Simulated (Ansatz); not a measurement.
**CH7AlN2: small, medium and large basis sets**

How large a basis does CH7AlN2 need? Two functionals are run in growing sets.

Method: one geometry, several basis sets; program: Ansatz 0.2.0, Gaussian basis.

Levels to be run: PBE0-D4/def2-SVP; ωB97M-V/def2-SVP; PBE0-D4/def2-QZVPP; ωB97M-V/def2-QZVPP; the functionals' def2-TZVPP values are taken from earlier runs.

## Step 1: The relaxed structure

The geometry comes from an earlier relaxation with PBE0-D4 in a triple-zeta def2 set; it is a stationary point, not always the lowest conformer.

SMILES `NC[NH][AlH2]`, 11 atoms, charge 0, spin multiplicity 1.

Atoms are counted from 1 here; the program's logs count them from 0.

Bond lengths: N1–C2 1.452 Å, N1–H5 1.013 Å, N1–H6 1.013 Å, C2–N3 1.438 Å, C2–H7 1.098 Å, C2–H8 1.101 Å, N3–Al4 1.770 Å, N3–H9 1.012 Å, Al4–H10 1.585 Å, Al4–H11 1.583 Å. Angles: C2–N1–H5 111.0°, C2–N1–H6 110.3°, H5–N1–H6 108.0°, N1–C2–N3 110.6°, N1–C2–H7 106.6°, N1–C2–H8 114.0°, N3–C2–H7 111.4°, N3–C2–H8 107.5°, H7–C2–H8 106.6°, C2–N3–Al4 128.5°, C2–N3–H9 110.5°, Al4–N3–H9 121.0°, N3–Al4–H10 117.4°, N3–Al4–H11 117.8°, H10–Al4–H11 124.8°.

Geometry (Å):

```xyz
11
CH7AlN2
N    -1.1276    1.4493    0.1966
C     0.0541    0.8096   -0.3532
N     0.5217   -0.2292    0.5236
Al    0.7764   -1.9426    0.1621
H    -1.3869    2.2624   -0.3488
H    -1.9108    0.8064    0.1908
H     0.8091    1.5977   -0.4786
H    -0.1001    0.3598   -1.3464
H     0.6721    0.1346    1.4554
H     0.4407   -2.4348   -1.3062
H     1.3167   -2.8702    1.3255
```

## Step 2: PBE0-D4 in def2-SVP

Input file in.yaml:

```yaml
crystal:
  periodic: [false, false, false]
  atoms:
    - {symbol: N, position_ang: [-1.127634, 1.449304, 0.196556]}
    - {symbol: C, position_ang: [0.054131, 0.809619, -0.353246]}
    - {symbol: N, position_ang: [0.521671, -0.229226, 0.523559]}
    - {symbol: Al, position_ang: [0.776400, -1.942619, 0.162112]}
    - {symbol: H, position_ang: [-1.386936, 2.262437, -0.348777]}
    - {symbol: H, position_ang: [-1.910774, 0.806436, 0.190824]}
    - {symbol: H, position_ang: [0.809057, 1.597676, -0.478596]}
    - {symbol: H, position_ang: [-0.100085, 0.359789, -1.346373]}
    - {symbol: H, position_ang: [0.672108, 0.134580, 1.455428]}
    - {symbol: H, position_ang: [0.440749, -2.434803, -1.306216]}
    - {symbol: H, position_ang: [1.316715, -2.870193, 1.325530]}
basis:
  gaussian: {orbitals: def2-SVP}
hamiltonian: {xc: pbe0, dispersion: d4}
output: {orbitals: {seedname: orbitals}}
```

Command:

```bash
$ ansatz run in.yaml --threads 2 --pin off --events-out ev --progress --plain --max-ram 4352MiB
```

Standard output:

```text
Functional definition: PBE0
  name "PBE0"
  cite "Adamo & Barone, J. Chem. Phys. 110, 6158 (1999) doi:10.1063/1.478522"
  cite "Perdew, Burke & Ernzerhof, Phys. Rev. Lett. 77, 3865 (1996) doi:10.1103/PhysRevLett.77.3865"
  parent pbe
  parameter a = 0.25
  parameter kappa = 0.804
  parameter beta = 0.06672455060314922
  exchange = (1 - a)*pbe_x(kappa = kappa, mu = beta*pi^2/3) + a*exact_x
  correlation = pbe_c(beta = beta)
1134 factors; their error is unknown
mean field evaluation 1: about -10707.1196 eV, gradient 6.1e1 eV
mean field evaluation 2: about -10688.3950 eV, gradient 1.0e2 eV
mean field evaluation 4: about -10715.0028 eV, gradient 6.8e0 eV
mean field evaluation 8: about -10715.0936 eV, gradient 2.3e-2 eV
mean field evaluation 16: about -10715.1790 eV, gradient 1.4e-5 eV
mean field -10715.17903466 eV, -393.7755665144 hartree, gradient 1.4e-5 eV, S^2 0.000000; 0 other end points of the search recorded, 0 dependent functions left out
reference -10715.17906605 eV, -393.7755676683 hartree; 20, 20 occupied and 75, 75 virtual orbitals, 1134 factors
Total energy: -10715.33269557 eV, -393.7812134488 hartree
```

It took 1.6 s on 2 threads of Arm Neoverse V1, shared host.

## Step 3: ωB97M-V in def2-SVP

Changes to in.yaml since step 2:

```diff
@@ -16,3 +16,3 @@
   gaussian: {orbitals: def2-SVP}
-hamiltonian: {xc: pbe0, dispersion: d4}
+hamiltonian: {xc: {name: wB97M-V}}
 output: {orbitals: {seedname: orbitals}}
```

Same command.

Standard output, cut to the lines that bear on the results:

```text
Functional definition: wB97M-V
  name "wB97M-V"
  cite "Mardirossian & Head-Gordon, J. Chem. Phys. 144, 214110 (2016) doi:10.1063/1.4952647"
  cite "Becke, J. Chem. Phys. 107, 8554 (1997) doi:10.1063/1.475007"
  cite "Vydrov & Van Voorhis, J. Chem. Phys. 133, 244103 (2010) doi:10.1063/1.3521275"
  # Of w^i u^j: cxij and so on, Table III.
[...]
  gx(w, u) = 1 - cx + cx01*u + cx10*w
  gss(w, u) = css00 + css04*u^4 + css10*w + css20*w^2 + css43*w^4*u^3
  gos(w, u) = cos00 + cos10*w + (cos20 + cos21*u)*w^2 + (cos60 + cos61*u)*w^6
[...]
      + integral(e_c_pw_mod_opposite_spin*gos(b97_w_opposite, b97_u_opposite)) + vv10(b, c)
1115 factors; their error is unknown
294 factors; integrals over basis functions are off by at most 1.1e-5 eV
[...]
mean field -10720.56901694 eV, -393.9736447100 hartree, gradient 3.9e-5 eV, S^2 0.000000; 0 other end points of the search recorded, 0 dependent functions left out
reference -10720.56906576 eV, -393.9736465039 hartree; 20, 20 occupied and 75, 75 virtual orbitals, 1115 factors
Total energy: -10720.56906576 eV, -393.9736465039 hartree
```

Wall time 6.5 s (2 threads of Arm Neoverse V1, shared host).

## Step 4: PBE0-D4 in def2-QZVPP

Changes to in.yaml since step 3:

```diff
@@ -15,4 +15,4 @@
 basis:
-  gaussian: {orbitals: def2-SVP}
-hamiltonian: {xc: {name: wB97M-V}}
+  gaussian: {orbitals: "def2-QZVPP.json"}
+hamiltonian: {xc: pbe0, dispersion: d4}
 output: {orbitals: {seedname: orbitals}}
```

Same command.

Standard output:

```text
Functional definition: PBE0
  name "PBE0"
  cite "Adamo & Barone, J. Chem. Phys. 110, 6158 (1999) doi:10.1063/1.478522"
  cite "Perdew, Burke & Ernzerhof, Phys. Rev. Lett. 77, 3865 (1996) doi:10.1103/PhysRevLett.77.3865"
  parent pbe
  parameter a = 0.25
  parameter kappa = 0.804
  parameter beta = 0.06672455060314922
  exchange = (1 - a)*pbe_x(kappa = kappa, mu = beta*pi^2/3) + a*exact_x
  correlation = pbe_c(beta = beta)
1372 factors; their error is unknown
mean field evaluation 1: about -10711.2039 eV, gradient 7.6e1 eV
mean field evaluation 2: about -10678.2499 eV, gradient 1.3e2 eV
mean field evaluation 4: about -10722.5356 eV, gradient 1.1e1 eV
mean field evaluation 8: about -10722.7543 eV, gradient 3.8e-1 eV
mean field evaluation 16: about -10722.7544 eV, gradient 3.8e-5 eV
mean field -10722.75439264 eV, -394.0539557855 hartree, gradient 3.8e-5 eV, S^2 0.000000; 0 other end points of the search recorded, 0 dependent functions left out
reference -10722.75443880 eV, -394.0539574820 hartree; 20, 20 occupied and 431, 431 virtual orbitals, 1372 factors
Total energy: -10722.90806832 eV, -394.0596032625 hartree
```

Wall time 12 s (2 threads of Arm Neoverse V1, shared host); peak memory 1.2 GiB.

## Step 5: ωB97M-V in def2-QZVPP

Changes to in.yaml since step 4:

```diff
@@ -16,3 +16,3 @@
   gaussian: {orbitals: "def2-QZVPP.json"}
-hamiltonian: {xc: pbe0, dispersion: d4}
+hamiltonian: {xc: {name: wB97M-V}}
 output: {orbitals: {seedname: orbitals}}
```

The command is unchanged.

Standard output, cut to the lines that bear on the results:

```text
Functional definition: wB97M-V
  name "wB97M-V"
  cite "Mardirossian & Head-Gordon, J. Chem. Phys. 144, 214110 (2016) doi:10.1063/1.4952647"
  cite "Becke, J. Chem. Phys. 107, 8554 (1997) doi:10.1063/1.475007"
  cite "Vydrov & Van Voorhis, J. Chem. Phys. 133, 244103 (2010) doi:10.1063/1.3521275"
  # Of w^i u^j: cxij and so on, Table III.
[...]
  gx(w, u) = 1 - cx + cx01*u + cx10*w
  gss(w, u) = css00 + css04*u^4 + css10*w + css20*w^2 + css43*w^4*u^3
  gos(w, u) = cos00 + cos10*w + (cos20 + cos21*u)*w^2 + (cos60 + cos61*u)*w^6
[...]
      + integral(e_c_pw_mod_opposite_spin*gos(b97_w_opposite, b97_u_opposite)) + vv10(b, c)
1329 factors; their error is unknown
389 factors; integrals over basis functions are off by at most 1.4e-5 eV
[...]
mean field -10728.34039753 eV, -394.2592376788 hartree, gradient 2.5e-5 eV, S^2 0.000000; 0 other end points of the search recorded, 0 dependent functions left out
reference -10728.34047186 eV, -394.2592404105 hartree; 20, 20 occupied and 431, 431 virtual orbitals, 1329 factors
Total energy: -10728.34047186 eV, -394.2592404105 hartree
```

Run time: 28 s. Hardware: 2 threads of Arm Neoverse V1, shared host; peak memory 1.6 GiB.

## Step 6: Density functionals: the series

The def2-TZVPP values come from earlier runs at the same geometry.

| functional | basis | functions | energy (eV) | from the largest (eV) | HOMO (eV) | LUMO (eV) |
| --- | --- | --- | --- | --- | --- | --- |
| PBE0-D4 | def2-SVP | 95 | -10715.3327 | 7.575 | -6.67 | -0.56 |
| PBE0-D4 | def2-TZVPP | 233 | -10722.4433 | 0.465 | -6.88 | -0.73 |
| PBE0-D4 | def2-QZVPP | 451 | -10722.9081 | 0.000 | -6.92 | -0.82 |
| ωB97M-V | def2-SVP | 95 | -10720.5691 | 7.771 | -9.02 | 1.16 |
| ωB97M-V | def2-TZVPP | 233 | -10727.8894 | 0.451 | -9.24 | 0.86 |
| ωB97M-V | def2-QZVPP | 451 | -10728.3405 | 0.000 | -9.28 | 0.52 |

## Step 7: Outcome

| quantity | value |
| --- | --- |
| PBE0-D4: double and triple zeta above quadruple | 7.58, 0.46 eV |
| ωB97M-V: double and triple zeta above quadruple | 7.77, 0.45 eV |

PBE0-D4 gains 7.11 eV from double to triple zeta, then 0.46 eV more. These are total energies; as a rule much of such shifts cancels in differences, which this series doesn't test. The LUMO of ωB97M-V is positive and keeps falling with the basis (1.16 to 0.52 eV): an unbound level that the basis holds in place.

For PBE0-D4 the largest set took about 7 times as long as the smallest (12 s against 1.6 s).
